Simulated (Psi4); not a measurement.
**One shape, several levels: BBrF2 (SMILES FB(F)Br)**

Aim: a comparison of 3 runs (DSD-PBEP86/aug-cc-pVDZ, wB97X-V/aug-cc-pVDZ, MP3/aug-cc-pVDZ) of BBrF2. 

Program for the calculation: Psi4 1.11.

1 further run of the same task is left out (it didn't finish). Runs told in other sessions of the task aren't counted.

**1. Starting point**

BBrF2 has 4 atoms, charge 0, and is taken as a singlet. SMILES: `FB(F)Br`. The B2–Br4 distance was set to 3.425 Å, away from the relaxed value. At this shape a bond of the SMILES string is far longer than usual.

Bond lengths: F1–B2 1.309 Å, B2–F3 1.309 Å. Angles: F1–B2–F3 119.2°. A long bond or contact: B2–Br4 3.425 Å.

**2. The energy at DSD-PBEP86/aug-cc-pVDZ (density fitting for correlation) (run 1)**

input.json reads:

```json
{
  "schema_name": "qcschema_input",
  "schema_version": 1,
  "molecule": {
    "schema_name": "qcschema_molecule",
    "schema_version": 2,
    "symbols": ["F", "B", "F", "Br"],
    "geometry": [-2.95320541, -3.84235367, -0.66063125, -2.78745753, -1.37973818, -0.4960361, -4.83682772, -0.01354178, -0.72560003, 2.94043275, 1.45544816, 0.52324627],
    "molecular_charge": 0,
    "molecular_multiplicity": 1,
    "fix_symmetry": "c1",
    "fix_com": true,
    "fix_orientation": true
  },
  "driver": "energy",
  "model": {
    "method": "dsd-pbep86",
    "basis": "aug-cc-pVDZ"
  },
  "keywords": {
    "puream": true,
    "e_convergence": 1e-09,
    "d_convergence": 1e-08,
    "scf_type": "pk",
    "dft_radial_points": 99,
    "dft_spherical_points": 590,
    "num_frozen_docc": 12
  }
}
```

Started as:

```bash
$ psi4 --qcschema input.json -n 1 --memory 2200MB
```

stdout:

```text
[...]
  Running in c1 symmetry.
[...]
  Nuclear repulsion =  161.028557606338836
[...]
  Multiplicity = 1
[...]
  Nalpha       = 29
  Nbeta        = 29
[...]
    Number of basis functions: 105
[...]
   @RKS iter   1: -2796.74077661600450   -2.17131e+00   7.60907e-03 DIIS/ADIIS
[...]
   @RKS iter  12: -2797.07539015820566   -3.22871e-11   9.96920e-09 DIIS
[...]
    Orbital Energies [Eh]
    ---------------------
    Doubly Occupied:
       1A   -487.544742     2A    -64.254700     3A    -57.764681
       4A    -57.762292     5A    -57.762272     6A    -25.874969
       7A    -25.874962     8A     -9.443527     9A     -7.610447
      10A     -7.129601    11A     -7.119531    12A     -7.119468
      13A     -2.994705    14A     -2.991273    15A     -2.991232
      16A     -2.980969    17A     -2.980969    18A     -1.619284
      19A     -1.589161    20A     -0.872580    21A     -0.843041
      22A     -0.789442    23A     -0.738792    24A     -0.735861
      25A     -0.682086    26A     -0.671304    27A     -0.354052
      28A     -0.353838    29A     -0.353385
[...]
  @RKS Final Energy: -2797.07539015820566
   => Energetics <=
    Nuclear Repulsion Energy =            161.0285576063388362
    One-Electron Energy =               -4213.4759543133595798
    Two-Electron Energy =                1288.2671794354230315
    DFT Exchange-Correlation Energy =     -32.8951728866076181
    Empirical Dispersion Energy =           0.0000000000000000
    VV10 Nonlocal Energy =                  0.0000000000000000
    Total Energy =                      -2797.0753901582056642
[...]
 Multipole Moments:
 ------------------------------------------------------------------------------------
     Multipole            Electronic (a.u.)      Nuclear  (a.u.)        Total (a.u.)
 ------------------------------------------------------------------------------------
 L = 1.  Multiply by 2.5417464519 to convert [e a0] to [Debye]
 Dipole X            :        -20.4694127           18.8675604           -1.6018523
 Dipole Y            :        -10.1318328            9.3389357           -0.7928971
 Dipole Z            :         -3.6424130            3.3573574           -0.2850556
 Magnitude           :                                                    1.8099374
[...]
```

The result, in JSON:

```text
{
 "driver": "energy",
 "model": {
  "method": "dsd-pbep86",
  "basis": "aug-cc-pVDZ"
 },
 "success": true,
 "return_result": -2797.4147509069676,
 "properties": {
  "calcinfo_nbasis": 105,
  "calcinfo_nmo": 105,
  "calcinfo_nalpha": 29,
  "calcinfo_nbeta": 29,
  "calcinfo_natom": 4,
  "nuclear_repulsion_energy": 161.02855760633884,
  "return_energy": -2797.4147509069676,
  "scf_one_electron_energy": -4213.47595431336,
  "scf_two_electron_energy": 1288.267179435423,
  "scf_xc_energy": -32.89517288660762,
  "scf_dipole_moment": [-1.6018522619160898, -0.7928971377196952, -0.2850555835032713],
  "scf_total_energy": -2797.0753901582057,
  "scf_iterations": 12
 }
}
```

Run time: 19 s. Hardware: 1 thread of Intel Xeon Platinum 8375C at 2.90GHz (Ice Lake), shared host; peak memory 1.2 GiB.

**3. A single-point energy at wB97X-V/aug-cc-pVDZ (run 2)**

input.inp reads:

```
memory 2200 MB

molecule m {
  0 1
  F     -1.562769    -2.033286    -0.349591
  B     -1.475059    -0.730126    -0.262491
  F     -2.559539    -0.007166    -0.383971
  Br     1.556010     0.770190     0.276890
  symmetry c1
  no_reorient
  no_com
}

set basis aug-cc-pVDZ
set puream true
set e_convergence 1e-09
set d_convergence 1e-08
set scf_type pk
set dft_radial_points 99
set dft_spherical_points 590

e_tot = energy("wb97x-v")
```

Started as:

```bash
$ psi4 input.inp input.out -n 1
```

input.out:

```text
[...]
  Running in c1 symmetry.
[...]
  Nuclear repulsion =  161.028557552821695
[...]
  Multiplicity = 1
[...]
  Nalpha       = 29
  Nbeta        = 29
[...]
    Number of basis functions: 105
[...]
   @RKS iter   1: -2798.00612878288484   -1.95518e+00   7.95297e-03 ADIIS/DIIS
[...]
   @RKS iter  13: -2798.36255198858817   -3.18323e-12   7.97812e-09 DIIS
[...]
    Orbital Energies [Eh]
    ---------------------
    Doubly Occupied:
       1A   -482.662178     2A    -62.538678     3A    -56.346054
       4A    -56.342078     5A    -56.342051     6A    -24.905240
       7A    -24.905231     8A     -8.791656     9A     -7.138125
      10A     -6.622861    11A     -6.609081    12A     -6.609004
      13A     -2.739734    14A     -2.736250    15A     -2.736194
      16A     -2.725564    17A     -2.725564    18A     -1.475236
      19A     -1.446066    20A     -0.845303    21A     -0.795894
      22A     -0.748934    23A     -0.702310    24A     -0.695548
      25A     -0.642916    26A     -0.627449    27A     -0.378141
      28A     -0.369390    29A     -0.369173
[...]
  @RKS Final Energy: -2798.36255198858817
   => Energetics <=
    Nuclear Repulsion Energy =            161.0285575528216953
    One-Electron Energy =               -4212.9990571336593348
    Two-Electron Energy =                1342.6436935019937664
    DFT Exchange-Correlation Energy =     -89.2799268640955859
    Empirical Dispersion Energy =           0.0000000000000000
    VV10 Nonlocal Energy =                  0.2441809543510265
    Total Energy =                      -2798.3625519885881658
[...]
 Multipole Moments:
 ------------------------------------------------------------------------------------
     Multipole            Electronic (a.u.)      Nuclear  (a.u.)        Total (a.u.)
 ------------------------------------------------------------------------------------
 L = 1.  Multiply by 2.5417464519 to convert [e a0] to [Debye]
 Dipole X            :        -20.4397870           18.8675604           -1.5722266
 Dipole Y            :        -10.1171685            9.3389358           -0.7782327
 Dipole Z            :         -3.6371401            3.3573574           -0.2797827
 Magnitude           :                                                    1.7764630
[...]
```

It took 62 s on 1 thread of Intel Xeon Platinum 8375C at 2.90GHz (Ice Lake), shared host; peak memory 1.3 GiB.

**4. A single-point energy at MP3/aug-cc-pVDZ (run 3)**

Edit input.json of step 2 so:

```diff
@@ -10,5 +10,3 @@
     "molecular_multiplicity": 1,
-    "fix_symmetry": "c1",
-    "fix_com": true,
-    "fix_orientation": true
+    "fix_symmetry": "c1"
   },
@@ -16,3 +14,3 @@
   "model": {
-    "method": "dsd-pbep86",
+    "method": "mp3",
     "basis": "aug-cc-pVDZ"
@@ -24,5 +22,4 @@
     "scf_type": "pk",
-    "dft_radial_points": 99,
-    "dft_spherical_points": 590,
-    "num_frozen_docc": 12
+    "num_frozen_docc": 12,
+    "mp_type": "conv"
   }
```

Started as:

```bash
$ psi4 --qcschema input.json -n 1 --memory 2200MB
```

stdout:

```text
[...]
  Running in c1 symmetry.
[...]
  Nuclear repulsion =  161.028557606338836
[...]
  Multiplicity = 1
[...]
  Nalpha       = 29
  Nbeta        = 29
[...]
    Number of basis functions: 105
[...]
   @RHF iter   1: -2795.64002466220427   -2.45691e+00   7.28398e-03 DIIS/ADIIS
[...]
   @RHF iter  12: -2795.95050686177910   -2.09184e-11   8.96824e-09 DIIS
[...]
    Orbital Energies [Eh]
    ---------------------
    Doubly Occupied:
       1A   -490.046931     2A    -65.181097     3A    -58.538225
       4A    -58.536662     5A    -58.536648     6A    -26.441931
       7A    -26.441915     8A     -9.828523     9A     -7.934842
      10A     -7.440712    11A     -7.432718    12A     -7.432668
      13A     -3.177628    14A     -3.174294    15A     -3.174269
      16A     -3.164454    17A     -3.164453    18A     -1.761361
      19A     -1.730369    20A     -0.939464    21A     -0.927404
      22A     -0.868845    23A     -0.818917    24A     -0.817392
      25A     -0.761950    26A     -0.753467    27A     -0.386403
      28A     -0.386238    29A     -0.373179
[...]
  @RHF Final Energy: -2795.95050686177910
   => Energetics <=
    Nuclear Repulsion Energy =            161.0285576063388362
    One-Electron Energy =               -4213.6122020619268369
    Two-Electron Energy =                1256.6331375938088968
    Total Energy =                      -2795.9505068617791039
[...]
 Multipole Moments:
 ------------------------------------------------------------------------------------
     Multipole            Electronic (a.u.)      Nuclear  (a.u.)        Total (a.u.)
 ------------------------------------------------------------------------------------
 L = 1.  Multiply by 2.5417464519 to convert [e a0] to [Debye]
 Dipole X            :          3.5613462           -5.3290525           -1.7677063
 Dipole Y            :          1.7627713           -2.6377629           -0.8749917
 Dipole Z            :          0.6337300           -0.9483001           -0.3145701
 Magnitude           :                                                    1.9973359
[...]
	SCS-MP2 Total Energy (a.u.)        : -2796.56770250084764
	SOS-MP2 Total Energy (a.u.)        : -2796.55591981995121
[...]
	SOS-PI-MP2 Total Energy (a.u.)     : -2796.60249004750312
[...]
	MP2 Total Energy (a.u.)            : -2796.59126786263914
[...]
	SCS-MP3 Total Energy (a.u.)        : -2796.56925264827260
[...]
	MP3 Total Energy (a.u.)            : -2796.59746845233940
[...]
```

The result, in JSON:

```text
{
 "driver": "energy",
 "model": {
  "method": "mp3",
  "basis": "aug-cc-pVDZ"
 },
 "success": true,
 "return_result": -2796.5974684523394,
 "properties": {
  "calcinfo_nbasis": 105,
  "calcinfo_nmo": 105,
  "calcinfo_nalpha": 29,
  "calcinfo_nbeta": 29,
  "calcinfo_natom": 4,
  "nuclear_repulsion_energy": 161.02855760633884,
  "return_energy": -2796.5974684523394,
  "scf_one_electron_energy": -4213.612202061927,
  "scf_two_electron_energy": 1256.633137593809,
  "scf_dipole_moment": [-1.767706341802361, -0.8749916721603253, -0.3145701215704406],
  "scf_total_energy": -2795.950506861779,
  "scf_iterations": 12,
  "mp2_same_spin_correlation_energy": -0.17505872534293374,
  "mp2_opposite_spin_correlation_energy": -0.46570227551716564,
  "mp2_singles_energy": 0.0,
  "mp2_doubles_energy": -0.6407610008600994,
  "mp2_correlation_energy": -0.6407610008600386,
  "mp2_total_energy": -2796.591267862639
 }
}
```

Wall time 32 s (1 thread of Intel Xeon Platinum 8375C at 2.90GHz (Ice Lake), shared host); peak memory 0.9 GiB.

**5. Overview of the runs**

```csv
run,level,fitting correlation,frozen core orbitals,energy (Eh),HOMO energy (eV),LUMO energy (eV),HOMO–LUMO gap (eV),wall time
1,DSD-PBEP86/aug-cc-pVDZ (density fitting for correlation),density fitting,12,-2797.414751,-9.62,-3.77,5.84,19 s
2,wB97X-V/aug-cc-pVDZ,–,0,-2798.362552,-10.05,-3.54,6.50,62 s
3,MP3/aug-cc-pVDZ,none,12,-2796.597468,-10.15,-2.55,7.60,32 s
```

**6. Results**

| quantity | value |
| --- | --- |
| run 3: total energy | -2796.59747 Eh |
| run 3: HOMO energy (Hartree–Fock orbitals) | -10.15 eV |
| run 3: LUMO energy (Hartree–Fock orbitals) | -2.55 eV |
| run 3: HOMO–LUMO gap (Hartree–Fock orbitals) | 7.60 eV |
| run 3: correlation energy (12 core orbitals frozen) | -647.0 mEh |

In words: Totals of different functionals can't be ranked against each other. In all runs a closed-shell determinant meets a far-stretched bond; if it breaks into open shells, such a determinant describes it badly, and no broken-symmetry solution was shown. All runs together took 1.9 min, the longest 62 s.
